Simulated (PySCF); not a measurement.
# HgH2: forces at shaken geometries

Aim: move all atoms of relaxed HgH2 at random and read energies and forces. The structure is generated, not taken from experiment.

Program: PySCF 2.14.0. Level of theory: PBE0, Hg def2-SVP with ECP60, H def2-SVP; scalar-relativistic core potentials, no spin–orbit coupling. These are calculated values, not measurements.

2 further runs of the same task are left out: 2 for a known fault of the program.

## Step 1: The starting structure

3 atoms, charge 0, spin multiplicity 1.

Bond lengths: Hg1–H2 1.656 Å, Hg1–H3 1.656 Å. Angles: H2–Hg1–H3 180.0°.

As a file:

```xyz
3
charge 0, multiplicity 1
Hg    0.0000    0.0000    0.0000
H     0.0000    0.0000    1.6562
H     0.0000    0.0000   -1.6562
```

Formal oxidation states: Hg +2. An earlier session relaxed this geometry at PBE0, Hg def2-SVP with ECP60, H def2-SVP (singlet, point group D∞h).

Its energy there is -154.637362 Eh.

## Step 2: Atoms moved at random, σ = 0.03 Å

File run.py (the lines that set the calculation):

```python
mol = gto.M(atom='''
Hg     0.00058    -0.01628     0.00414
H      0.01068     0.00020     1.63190
H     -0.01127     0.01608    -1.63604''',
    basis={'Hg': 'def2-SVP', 'H': 'def2-SVP'},
    ecp={'Hg': 'def2-SVP'},
    charge=0, spin=0)
mf = dft.RKS(mol, xc='PBE0')
mf.grids.atom_grid = (50, 194)
mf = mf.density_fit()  # fitting sets: Hg def2-universal-JKFIT, H def2-universal-JKFIT
mf.conv_tol = 1e-08; mf.max_cycle = 55
mf.kernel(dm0)  # dm0: the density of the relaxed state
```

Launch:

```
> OMP_NUM_THREADS=2 python run.py
```

## Step 3: Atoms moved at random, σ = 0.1 Å

run.py (the lines that set the calculation), as its differences from that of step 2:

```diff
@@ -1,5 +1,5 @@
 mol = gto.M(atom='''
-Hg     0.00058    -0.01628     0.00414
-H      0.01068     0.00020     1.63190
-H     -0.01127     0.01608    -1.63604''',
+Hg    -0.01090    -0.02016    -0.07058
+H     -0.09159    -0.01243     1.66257
+H      0.10249     0.03259    -1.59199''',
     basis={'Hg': 'def2-SVP', 'H': 'def2-SVP'},
```

## Step 4: Atoms moved at random, σ = 0.1 Å

run.py (the lines that set the calculation), as its differences from that of step 3:

```diff
@@ -1,5 +1,5 @@
 mol = gto.M(atom='''
-Hg    -0.01090    -0.02016    -0.07058
-H     -0.09159    -0.01243     1.66257
-H      0.10249     0.03259    -1.59199''',
+Hg    -0.02106     0.00965    -0.00437
+H      0.08894     0.04001     1.50931
+H     -0.06788    -0.04966    -1.50495''',
     basis={'Hg': 'def2-SVP', 'H': 'def2-SVP'},
```

Before running it: what results should come out? Wanted: for each run, σ; energy rise; harmonic estimate −½ F·u; largest force component.

The runs gave:

| σ (Å) | energy rise (eV) | harmonic estimate −½ F·u (eV) | largest force component (eV/Å) |
| --- | --- | --- | --- |
| 0.03 | 0.010 | 0.010 | 0.46 |
| 0.1 | 0.183 | 0.190 | 3.29 |
| 0.1 | 0.425 | 0.469 | 3.44 |

Every displacement raises the energy. For a harmonic well the rise equals −½ F·u; the two differ by at most 10 % here (a move with σ = 0.1 Å), from anharmonicity, the grid and the small forces left at the relaxed point. The bases are small and lack diffuse functions. Spin–orbit coupling is left out.
